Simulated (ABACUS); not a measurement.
Set up this calculation in ABACUS 3.10.1, as an ASE script.

| Quantity | Value |
| --- | --- |
| Task | single point |
| Functional | PBE |
| Potentials or basis | PseudoDojo NC SR 0.4.1 PBE standard |
| Cutoff | 1361 eV |
| Density cutoff | 5442 eV |
| Basis | DZP LCAO (the cutoffs set its grid) |
| k mesh | 2 × 2 × 2 |
| Occupations | fermi-dirac, width 0.05 eV |
| Spin | collinear spin, antiferromagnetic start |
| Starting moments | [0.0, 0.0, 0.0, 0.0, 0.0, 0.0, 0.0, 2.0, -2.0, 2.0, 0.0, 0.0, 0.0, 0.0, 0.0, 0.0, 0.0, 0.0, 0.0, 0.0, 0.0, 0.0] μB |
| Radial cutoff of the potentials (pseudo_rcut) | 7 bohr |
| SCF threshold on the density | 1e-07 |
| Max SCF steps | 100 |
| Eigensolver | genelpa |
| Mixing | broyden |
| Mixing share | 0.4 |
| Symmetry key | 0 |

The structure of Ba2Tl5V3O12 lies in POSCAR:

```
Ba2Tl5V3O12
1.0
    8.1542100000      0.0000000000      0.0000000000
   -4.0771100000      7.0617600000      0.0000000000
    0.0000000000      0.0000000000      6.9212800000
Ba V Tl O
2 3 5 12
Direct
    0.0000000000      0.0000000000      0.2355200000
    0.0000000000      0.0000000000      0.7644800000
    0.5000000000      0.0000000000      0.0000000000
    0.0000000000      0.5000000000      0.0000000000
    0.5000000000      0.5000000000      0.0000000000
    0.5000000000      0.0000000000      0.5000000000
    0.0000000000      0.5000000000      0.5000000000
    0.5000000000      0.5000000000      0.5000000000
    0.3333300000      0.6666700000      0.2248900000
    0.6666700000      0.3333300000      0.7751100000
    0.3389000000      0.3433400000      0.8144400000
    0.6566600000      0.9955600000      0.8144400000
    0.0044400000      0.6611000000      0.8144400000
    0.3433400000      0.3389000000      0.1855600000
    0.9955600000      0.6566600000      0.1855600000
    0.6611000000      0.0044400000      0.1855600000
    0.6611000000      0.6566600000      0.1855600000
    0.3433400000      0.0044400000      0.1855600000
    0.9955600000      0.3389000000      0.1855600000
    0.6566600000      0.6611000000      0.8144400000
    0.0044400000      0.3433400000      0.8144400000
    0.3389000000      0.9955600000      0.8144400000
```

The cell was built by a generator and needn't be a form met in nature.

One way to write it, as run:

run_abacus.py

```python
"""ABACUS run from a structure file: ASE reads it, the script writes STRU, KPT and INPUT."""
import re
import subprocess
from ase.io import read
from ase.units import Bohr

atoms = read("POSCAR")
atoms = atoms[(-atoms.numbers).argsort(kind="stable")]  # ABACUS lists atoms element by element
pseudo = {'Tl': 'Tl.upf', 'Ba': 'Ba.upf', 'V': 'V.upf', 'O': 'O.upf'}
orbital = {'Tl': 'Tl_confined-atom_8au_2s2p2d.orb', 'Ba': 'Ba_confined-atom_9au_3s2p2d.orb', 'V': 'V_confined-atom_7au_3s2p2d1f.orb', 'O': 'O_confined-atom_6au_2s2p1d.orb'}
magmoms = [0.0, 0.0, 0.0, 0.0, 0.0, 0.0, 0.0, 2.0, -2.0, 2.0, 0.0, 0.0, 0.0, 0.0, 0.0, 0.0, 0.0, 0.0, 0.0, 0.0, 0.0, 0.0]
kmesh = [2, 2, 2]
params = {
    'suffix': 'Ba2Tl5V3O12',
    'calculation': 'scf',
    'basis_type': 'lcao',
    'pseudo_dir': './',
    'orbital_dir': './',
    'symmetry': 0,
    'dft_functional': 'pbe',
    'ecutwfc': 100,
    'pseudo_rcut': 7,
    'nspin': 2,
    'nbands': 121,
    'ks_solver': 'genelpa',
    'smearing_method': 'fd',
    'smearing_sigma': 0.00367493,
    'scf_thr': 1e-07,
    'scf_nmax': 100,
    'mixing_type': 'broyden',
    'mixing_beta': 0.4,
    'cal_force': 1,
    'cal_stress': 1,
    'out_mul': 1,
}

symbols = atoms.get_chemical_symbols()
elements = list(dict.fromkeys(symbols))
lines = ["ATOMIC_SPECIES"] + [f"{e} {atoms.get_masses()[symbols.index(e)]:.4f} {pseudo[e]}" for e in elements]
if orbital:
    lines += ["", "NUMERICAL_ORBITAL"] + [orbital[e] for e in elements]
lines += ["", "LATTICE_CONSTANT", f"{1 / Bohr:.10f}", "", "LATTICE_VECTORS"]
lines += [" ".join(f"{x:.10f}" for x in v) for v in atoms.cell]
lines += ["", "ATOMIC_POSITIONS", "Direct"]
for e in elements:
    lines += ["", e, "0.0", str(symbols.count(e))]
    for i, p in enumerate(atoms.get_scaled_positions(wrap=False)):
        if symbols[i] == e:
            mag = "" if magmoms is None else " mag " + " ".join(str(x) for x in (magmoms[i] if isinstance(magmoms[i], list) else [magmoms[i]]))
            lines.append(" ".join(f"{x:.10f}" for x in p) + " 1 1 1" + mag)
open("STRU", "w").write("\n".join(lines) + "\n")
open("KPT", "w").write("K_POINTS\n0\nGamma\n%d %d %d 0 0 0\n" % tuple(kmesh))
open("INPUT", "w").write("INPUT_PARAMETERS\n" + "".join(f"{k:<20s}{v}\n" for k, v in params.items()))

done = subprocess.run(['mpirun', '-np', '8', 'abacus'])
if done.returncode:
    raise SystemExit(done.returncode)
log = open("OUT.Ba2Tl5V3O12/running_scf.log").read()
print("final energy (eV):", re.findall(r"FINAL_ETOT_IS (\S+)", log))
```

Potentials or basis: PseudoDojo NC SR 0.4.1 PBE standard, DZP LCAO (the cutoffs set its grid).

The run is started by

```bash
$ OMP_NUM_THREADS=1 python run_abacus.py > log
```

It gave:

* Pressure: 1.2 GPa
* Largest force: 0.255 eV/Å
* Band gap on the k mesh: none (metal or under the smearing width)
* Net moment: 0.00 μB per cell
* Absolute moment: 0.00 μB per cell
* Mulliken charges: Tl +0.52, +0.35; Ba +1.17; V +0.72; O -0.57 e

Caveat: the k mesh is coarse (spacing up to 0.45 Å⁻¹), so the values aren't converged; the atomic orbitals were generated for these runs and aren't a published set; Mulliken charges move with the basis; this release of the barium file is off; the basis of atomic orbitals isn't converged, which shifts pressures, moduli and gaps; semilocal functionals often make such compounds metallic where correlation or magnetic order opens a gap, which also shifts bond lengths.

It took 91 s on 8 MPI ranks on Intel(R) Xeon(R) Platinum 8375C CPU @ 2.90GHz (Ice Lake), with other jobs on the host, peak memory 2.6 GiB a rank.
